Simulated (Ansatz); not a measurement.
# BH₂IMg: a rigid scan of the bond length Mg1–H4

The task here is to estimate one member of a computed series from the others.

Method: single points in def2-TZVPP; program: Ansatz 0.2.0, Gaussian basis.

Levels: PBE-D4, r2SCAN-D4, PBE0-D4, B3LYP-D4, wB97M-V, Hartree-Fock, MP2, CCSD, CCSD(T). The scan takes 1.536, 1.570, 1.621, 1.679, 1.744, 1.814, 1.888, 1.967, 2.048 Å.

Correlated methods freeze the cores. Filled d shells of the heavier atoms are correlated. Core potentials replace the inner electrons past krypton, and spin-orbit coupling is left out. The outer core shell of Li, Na, Mg and K is correlated. B3LYP uses VWN-RPA correlation.

28 further runs of the same task are left out: 28 set aside as unsound or not needed.

### The starting structure

The minimum, relaxed at PBE0-D4: SMILES `[MgH][BH]I`, 5 atoms, charge 0, spin multiplicity 1.

Atoms are counted from 1 here; the program's logs count them from 0.

Bond lengths: Mg1–B2 2.263 Å, Mg1–H4 1.707 Å, B2–I3 2.146 Å, B2–H5 1.197 Å. Angles: B2–Mg1–H4 177.0°, Mg1–B2–I3 114.4°, Mg1–B2–H5 135.7°, I3–B2–H5 109.9°.

Geometry (Å):

```mol
BH2IMg
  3D, bonds by distance, orders not assigned

  5  4  0  0  0  0  0  0  0  0999 V2000
   -1.0730    0.6771   -0.5597 Mg  0  0
    0.4899   -0.7544    0.2334 B   0  0
    2.1536    0.1954    1.2009 I   0  0
   -2.2025    1.8243   -1.1266 H   0  0
    0.6321   -1.9423    0.2521 H   0  0
  1  2  8  0
  1  4  8  0
  2  3  8  0
  2  5  8  0
M  END
```

Energies of the minimum (eV), from earlier single points: PBE-D4 -14248.72324, r2SCAN-D4 -14255.51170, PBE0-D4 -14250.13592, B3LYP-D4 -14257.20801, wB97M-V -14252.31151, CCSD(T) -14229.17615.

At the minimum the bond length Mg1–H4 is 1.707 Å.

The first run:

Input file ccsdt-tzvpp/in.yaml:

```yaml
crystal:
  periodic: [false, false, false]
  atoms:
    - {symbol: Mg, position_ang: [-1.073045, 0.677050, -0.559746]}
    - {symbol: B, position_ang: [0.489853, -0.754447, 0.233356]}
    - {symbol: I, position_ang: [2.153565, 0.195395, 1.200855]}
    - {symbol: H, position_ang: [-2.089451, 1.709532, -1.069840]}
    - {symbol: H, position_ang: [0.632093, -1.942343, 0.252092]}
basis:
  gaussian: {orbitals: def2-TZVPP}
correlation: {method: ccsd_t}
```

No record of the launch command was kept for these runs.

Steps of the session up to this table: Mg1–H4 = 1.536 Å; Mg1–H4 = 1.570 Å; Mg1–H4 = 1.621 Å; Mg1–H4 = 1.679 Å; Mg1–H4 = 1.744 Å; Mg1–H4 = 1.814 Å; Mg1–H4 = 1.888 Å; Mg1–H4 = 1.967 Å; Mg1–H4 = 2.048 Å.

One of the session's tables, all rows but one given; the rest of the session is left out.

It belongs to the step «The curves». Energies less that of the minimum at the same level (kcal/mol):

| bond length (Å) | PBE-D4 | PBE0-D4 | B3LYP-D4 | wB97M-V | Hartree-Fock |
| --- | --- | --- | --- | --- | --- |
| 1.536 | 4.1 | 3.8 | 3.6 | 3.4 | 4.1 |
| 1.570 | 2.6 | 2.4 | 2.1 | 2.0 | 2.5 |
| 1.621 | ? | ? | ? | ? | ? |
| 1.679 | 0.1 | 0.1 | 0.0 | 0.0 | 0.1 |
| 1.707 (minimum) | 0.0 | 0.0 | 0.0 | 0.0 | 0.0 |
| 1.744 | 0.1 | 0.1 | 0.2 | 0.2 | 0.1 |
| 1.814 | 0.8 | 1.1 | 1.2 | 1.3 | 1.1 |
| 1.888 | 2.4 | 2.8 | 3.0 | 3.3 | 3.0 |
| 1.967 | 4.6 | 5.3 | 5.5 | 5.9 | 5.7 |
| 2.048 | 7.4 | 8.3 | 8.5 | 9.2 | 9.1 |

Q: Estimate the row for bond length (Å) = 1.621 from the others.

Worked estimate for «PBE-D4». A straight line through the neighbours (1.570, 2.6) and (1.679, 0.1) gives 2.6 + (0.1 − 2.6) × (1.621 − 1.570) / (1.679 − 1.570) = 1.4; a parabola fitted to 4 rows on both sides gives 1.0.

**Answer.** PBE-D4: 1.0; PBE0-D4: 0.9; B3LYP-D4: 0.7; wB97M-V: 0.7; Hartree-Fock: 0.9. In «PBE-D4» the line misses by +0.4 and the parabola by 0.0.

Limits of these values: A polynomial through the near points puts the CCSD(T) minimum 0.009 Å below the PBE0-D4 value.
